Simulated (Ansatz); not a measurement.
# BFGeH₄O: small, medium and large basis sets

The task here is to estimate one member of a computed series from the others.

Program: Ansatz 0.2.0, Gaussian basis. Level of theory: one geometry, several basis sets. These are calculated values, not measurements.

Plan: PBE0-D4/def2-SVP; ωB97M-V/def2-SVP; PBE0-D4/def2-QZVPP; ωB97M-V/def2-QZVPP; the functionals' def2-TZVPP values are taken from earlier runs.

## The geometry

The geometry comes from an earlier relaxation with PBE0-D4 in a triple-zeta def2 set; it is a stationary point, not always the lowest conformer.

SMILES `FB[O][GeH3]`, 8 atoms, charge 0, spin multiplicity 1.

Atoms are counted from 1 here; the program's logs count them from 0.

Bond lengths: F1–B2 1.328 Å, B2–O3 1.337 Å, B2–H5 1.202 Å, O3–Ge4 1.794 Å, Ge4–H6 1.535 Å, Ge4–H7 1.532 Å, Ge4–H8 1.532 Å. Angles: F1–B2–O3 118.4°, F1–B2–H5 117.9°, O3–B2–H5 123.7°, B2–O3–Ge4 127.1°, O3–Ge4–H6 108.4°, O3–Ge4–H7 105.8°, O3–Ge4–H8 105.8°, H6–Ge4–H7 112.2°, H6–Ge4–H8 112.2°, H7–Ge4–H8 112.1°.

The first run:

File in.yaml:

```yaml
crystal:
  periodic: [false, false, false]
  atoms:
    - {symbol: F, position_ang: [2.430632, -0.608188, -1.252745]}
    - {symbol: B, position_ang: [1.456453, -0.009546, -0.577032]}
    - {symbol: O, position_ang: [0.291770, -0.651038, -0.436441]}
    - {symbol: Ge, position_ang: [-1.167964, -0.066565, 0.427699]}
    - {symbol: H, position_ang: [1.675117, 1.082287, -0.125475]}
    - {symbol: H, position_ang: [-0.871355, 1.330670, 0.989412]}
    - {symbol: H, position_ang: [-1.434252, -1.090459, 1.535217]}
    - {symbol: H, position_ang: [-2.288303, -0.044362, -0.616335]}
basis:
  gaussian: {orbitals: def2-SVP}
hamiltonian: {xc: pbe0, dispersion: d4}
output: {orbitals: {seedname: orbitals}}
```

On the command line:

```sh
ansatz run in.yaml --threads 2 --pin off --events-out ev --progress --plain --max-ram 4352MiB
```

Among the steps run: PBE0-D4 in def2-SVP; ωB97M-V in def2-SVP; PBE0-D4 in def2-QZVPP; ωB97M-V in def2-QZVPP.

One of the session's tables, all rows but one given; the rest of the session is left out.

It belongs to the step «Functionals by basis». 

| functional | basis | HOMO (eV) | LUMO (eV) |
| --- | --- | --- | --- |
| PBE0-D4 | def2-SVP | -9.18 | 0.19 |
| PBE0-D4 | def2-TZVPP | -9.27 | -0.03 |
| PBE0-D4 | def2-QZVPP | -9.28 | -0.26 |
| ωB97M-V | def2-SVP | ? | ? |
| ωB97M-V | def2-TZVPP | -11.64 | 1.74 |
| ωB97M-V | def2-QZVPP | -11.65 | 1.25 |

**Question.** Estimate the row for ωB97M-V, def2-SVP.

**Answer.** HOMO (eV): -11.51; LUMO (eV): 2.11. In the column «HOMO (eV)» it lies between ωB97M-V, def2-TZVPP (-11.64) and PBE0-D4, def2-QZVPP (-9.28).
